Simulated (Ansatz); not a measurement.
# CH₂BFN₂ with the probe F-: a probe moved round a molecule

A grid of calculations on CH₂BFN₂ (SMILES N=C1NB1F) with the probe F-, to see where the energy is lowest and how it rises around there.

Method: RKS PBE0-D4/def2-SVPD; program: Ansatz 0.2.0.

## Step 1: Where the work starts

SMILES `N=C1NB1F`, 7 atoms, charge 0, spin multiplicity 1.

Atoms are counted from 1 here; the program's logs count them from 0.

Bond lengths: N1–C2 1.268 Å, N1–H6 1.028 Å, C2–N3 1.435 Å, C2–B4 1.533 Å, N3–B4 1.392 Å, N3–H7 1.025 Å, B4–F5 1.324 Å. Angles: C2–N1–H6 111.1°, N1–C2–N3 132.4°, N1–C2–B4 171.7°, N3–C2–B4 55.8°, C2–N3–B4 65.7°, C2–N3–H7 136.4°, B4–N3–H7 157.9°, C2–B4–N3 58.5°, C2–B4–F5 159.6°, N3–B4–F5 141.9°.

Coordinates:

```mol
CH2BFN2
  3D, bonds by distance, orders not assigned

  7  7  0  0  0  0  0  0  0  0999 V2000
   -0.8309   -0.0813    1.5079 N   0  0
   -0.3008    0.0417    0.3627 C   0  0
    0.8881   -0.5125   -0.2179 N   0  0
    0.1713    0.3248   -1.0682 B   0  0
    0.1892    0.8285   -2.2930 F   0  0
   -1.6958    0.4701    1.5772 H   0  0
    1.6401   -1.1394    0.0855 H   0  0
  1  2  8  0
  1  6  8  0
  2  3  8  0
  2  4  8  0
  3  4  8  0
  3  7  8  0
  4  5  8  0
M  END
```

This geometry comes from a loose relaxation at PBE in a small basis, which is not shown.

## Step 4: Setting up the map

The probe is moved over a plane parallel to the molecule's main plane, 2.30 Å above it (x and y are the axes of that plane, centred on the molecule).

- x of the probe's F atom: 11 values from −3.40 to 3.40 Å
- y of the probe's F atom: 11 values from −3.40 to 3.40 Å

Nothing else is relaxed (molecule and probe rigid). Energies count from molecule and probe far apart, each relaxed in its own basis (no counterpoise correction). Points are written as (first, second).

The probe F- moves over a plane: parallel to the molecule's main plane, 2.30 Å above it. The molecule is turned into the frame of its main axes, as the inputs below show.

(The set-up runs are not shown.)

## Step 5: Point (−2.04 Å, 0.00 Å)

File input.yaml:

```yaml
crystal:
  periodic: [false, false, false]
  atoms:
    - { symbol: "N", position_ang: [1.983776, -0.426289, 3.0e-06] }
    - { symbol: C, position_ang: [0.756959, -0.152344, 0.0] }
    - { symbol: "N", position_ang: [0.040203, 1.067689, 5.0e-06] }
    - { symbol: B, position_ang: [-0.762701, -0.054933, -1.9e-05] }
    - { symbol: F, position_ang: [-2.018237, -0.434122, 1.1e-05] }
    - { symbol: H, position_ang: [2.135276, -1.433294, -6.0e-06] }
    - { symbol: H, position_ang: [0.274323, 2.055175, 2.1e-05] }
    - { symbol: F, position_ang: [-2.04, 0.0, 2.3] }
total_charge: -1
basis:
  gaussian: { orbitals: def2-SVPD }
hamiltonian:
  xc: pbe0
  dispersion: d4
output:
  forces: true
```

Run with:

```sh
> ansatz run input.yaml --threads 1 --pin off --max-ram 2560MiB --backend cpu --events-out ev --progress --plain --runs-dir out
```

Further runs follow: the other points that were computed.

Q: Predict the outcome of this session. Wanted: lowest point; highest computed point; charge on the probe.

**Answer**, as computed:

| quantity | value |
| --- | --- |
| lowest point | (−0.68 Å, 0.00 Å) [nearest 1 B at 2.30 Å], −0.94 eV |
| highest computed point | (2.04 Å, 0.00 Å), 1.26 eV above the lowest |
| charge on the probe (e) | −0.997 at (−2.72 Å, 0.68 Å) to −0.924 at (0.00 Å, 0.00 Å); −0.929 at the lowest point |
| time for the whole task | 14 min on 1 thread, shared host |

What this shows: The lowest computed point is at (−0.68 Å, 0.00 Å) [nearest 1 B at 2.30 Å], −0.94 eV from molecule and probe far apart, each relaxed in its own basis (no counterpoise correction). The grid is coarse, so the lowest point of the scanned range may lie between grid points; coordinates that were held can hide deeper minima. There is a further well near (0.00 Å, 2.72 Å) [nearest 1 H at 2.41 Å] (0.28 eV above the lowest at that grid point). The highest computed point, (2.04 Å, 0.00 Å) [nearest 1 N at 2.34 Å], lies 1.26 eV above the lowest. On the interpolated surface the easiest way out of the lowest well to the well at (0.00 Å, 2.72 Å) [nearest 1 H at 2.41 Å] passes a barrier of about 0.38 eV. Near the minimum the curvatures are about 0.61 and 1.3 eV/Å² along the soft and the stiff direction. No counterpoise correction was made, so wells between separate parts tend to come out somewhat too deep.
